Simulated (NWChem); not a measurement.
**One shape, several levels: doublet [H2]−**

Aim: a comparison of 4 runs (UHF/STO-3G, UHF/3-21G, UB3LYP/6-31G*) of doublet [H2]−. 

The results are computed with NWChem 7.3.0.

8 further runs of the same task are left out: 7 that didn't finish, 1 set aside as unsound or not needed.

### 1 The molecule

[H2]−: 2 atoms, total charge -1, spin state doublet. As SMILES of the parent species, `[H][H]`. The shape is that of a PBE0-D4/def2-TZVP optimisation. That shape belongs to the parent species and isn't relaxed for this state.

Bond lengths: H1–H2 0.746 Å.

### 2 The energy at UHF/STO-3G (run 1)

File test.nw:

```
start test
memory stack 880 mb heap 220 mb global 1100 mb
charge -1
geometry units angstroms noautosym nocenter noautoz
  H     0.319300   -0.099200    0.165500
  H    -0.319300    0.099200   -0.165500
end
basis spherical bse
  H library STO-3G
end
scf
  doublet
  uhf
  thresh 1e-08
  maxiter 80
  noprint "final vectors analysis"
end
task scf energy
```

Command:

```
$ nwchem test.nw > test.out
```

The program printed:

```text
[...]
  functions       =     2
[...]
  wavefunction    = UHF
[...]
         Total SCF energy =     -0.451575065629
      One electron energy =     -2.978106938716
      Two electron energy =      1.817317580697
 Nuclear repulsion energy =      0.709214292389
                       Sz =      0.5000
                 Sz(Sz+1) =      0.7500
                      S^2 =      0.7500
[...]
```

Wall time 0.54 s (1 thread of Intel Xeon Platinum 8488C (Sapphire Rapids), shared host); peak memory 0.1 GiB.

### 3 A single-point energy at UHF/3-21G (run 2)

File mymol.xyz:

```xyz
2
H2
H      0.319300    -0.099200     0.165500
H     -0.319300     0.099200    -0.165500
```

File mymol.nw:

```
start mymol
title "H2"
memory total 2200 mb
charge -1
geometry units angstrom noautosym nocenter noautoz
  load format xyz mymol.xyz
end
basis spherical bse
  * library 3-21G
end
scf
  doublet
  uhf
  thresh 1e-08
  maxiter 80
  noprint "final vectors analysis"
end
task scf
```

Command:

```
$ nwchem mymol.nw > mymol.out
```

The program printed:

```text
[...]
  functions       =     4
[...]
  wavefunction    = UHF
[...]
         Total SCF energy =     -0.867053546696
      One electron energy =     -3.005589842224
      Two electron energy =      1.429322003139
 Nuclear repulsion energy =      0.709214292389
                       Sz =      0.5000
                 Sz(Sz+1) =      0.7500
                      S^2 =      0.7502
[...]
```

Run time: 0.55 s. Hardware: 1 thread of Intel Xeon Platinum 8488C (Sapphire Rapids), shared host; peak memory 0.099 GiB.

Run 3 isn't shown in full; the table further down has it.

### 4 The energy at UB3LYP/6-31G(d) (spherical functions) (run 4)

File run.py:

```python
from ase import Atoms
from ase.calculators.nwchem import NWChem

system = Atoms(['H', 'H'], positions=[
    [0.319300, -0.099200, 0.165500],
    [-0.319300, 0.099200, -0.165500],
])

calc = NWChem(
    label='h2',
    theory='dft',
    memory='2200 mb',
    basis='6-31G*',
    basispar='spherical bse',
    charge=-1,
    dft={'xc': 'b3lyp', 'mult': '2', 'grid': 'xfine', 'convergence': 'energy 1e-08', 'iterations': '100', 'mulliken': None},
    task='energy',
)
system.calc = calc

e = system.get_potential_energy()
print(f"E = {e:.6f} eV")
```

Command:

```
$ export ASE_NWCHEM_COMMAND="nwchem PREFIX.nwi > PREFIX.nwo"
$ python run.py
```

The program printed:

```text
E = -26.237787 eV
```

The calculator wrote h2.nwi:

```
title "h2"

permanent_dir h2

scratch_dir h2

start h2

geometry units angstrom nocenter noautosym noautoz
  H  3.1929999999999997e-01 -9.9199999999999997e-02 1.6550000000000001e-01
  H  -3.1929999999999997e-01 9.9199999999999997e-02 -1.6550000000000001e-01
end

charge -1

memory 2200 mb

basis spherical bse noprint
   * library 6-31G*
end

dft
  xc b3lyp
  mult 2
  grid xfine
  convergence energy 1e-08
  iterations 100
  mulliken
end

task dft energy
```

h2.nwo:

```text
Northwest Computational Chemistry Package (NWChem) 7.3.0
             --------------------------------------------------------

           Job information
           ---------------

    nwchem branch   = 7.3.0
    use scalapack   = T
    input           = h2.nwi
    prefix          = h2.
    data base       = h2/h2.db
    status          = startup
    nproc           =        1

           Memory information
           ------------------

[... 5 lines left out ...]
    hardfail = no
[... 61 lines left out ...]
  convergence criterion.
[... 40 lines left out ...]
          Convergence Information
[... 33 lines left out ...]
 2-e energy   =       1.481293
[... 47 lines left out ...]
  Singularity in Pulay matrix. Error and Fock matrices removed.
[... 2 lines left out ...]
  Singularity in Pulay matrix. Error and Fock matrices removed.
[... 4 lines left out ...]
      One electron energy =       -3.004990265546
[... 39 lines left out ...]
                     DFT Final Beta Molecular Orbital Analysis
[... 88 lines left out ...]
     Multipole analysis of the density
     ---------------------------------

     L   x y z        total         alpha         beta         nuclear
     -   - - -        -----         -----         ----         -------
     0   0 0 0     -1.000000     -2.000000     -1.000000      2.000000

     1   1 0 0      0.000000      0.000000      0.000000      0.000000
[... 8 lines of this table left out ...]
     2   0 0 2     -3.605788     -2.901145     -0.900268      0.195625

 Task  times  cpu:        0.4s     wall:        0.4s
 Total times  cpu:        0.4s     wall:        0.4s
```

Run time: 1.4 s. Hardware: 1 thread of Intel Xeon Platinum 8488C (Sapphire Rapids), shared host; peak memory 0.11 GiB.

### 5 The series

| run | level | Cartesian functions | iteration cap | energy (Eh) | ⟨S²⟩ | wall time |
| --- | --- | --- | --- | --- | --- | --- |
| 1 | UHF/STO-3G | no | 80 | -0.451575 | 0.750 | 0.54 s |
| 2 | UHF/3-21G | no | 80 | -0.867054 | 0.750 | 0.55 s |
| 3 | UB3LYP/6-31G* (Cartesian functions) | yes | 100 | -0.964221 | 0.750 | 0.94 s |
| 4 | UB3LYP/6-31G* (spherical functions) | no | 100 | -0.964221 | 0.750 | 1.4 s |

### 6 Outcome

| quantity | value |
| --- | --- |
| run 4: total energy | -0.96422 Eh |
| run 4: HOMO energy (highest over α and β) | 9.01 eV |
| run 4: LUMO energy (lowest over α and β) | 12.35 eV |
| run 4: ⟨S²⟩ | 0.750 |

What this shows: In run 4 the HOMO lies above zero, so the outermost electron may be held by the basis alone. In run 1 the basis is minimal, so the values are rough. All runs together took 3.5 s, the longest 1.4 s.
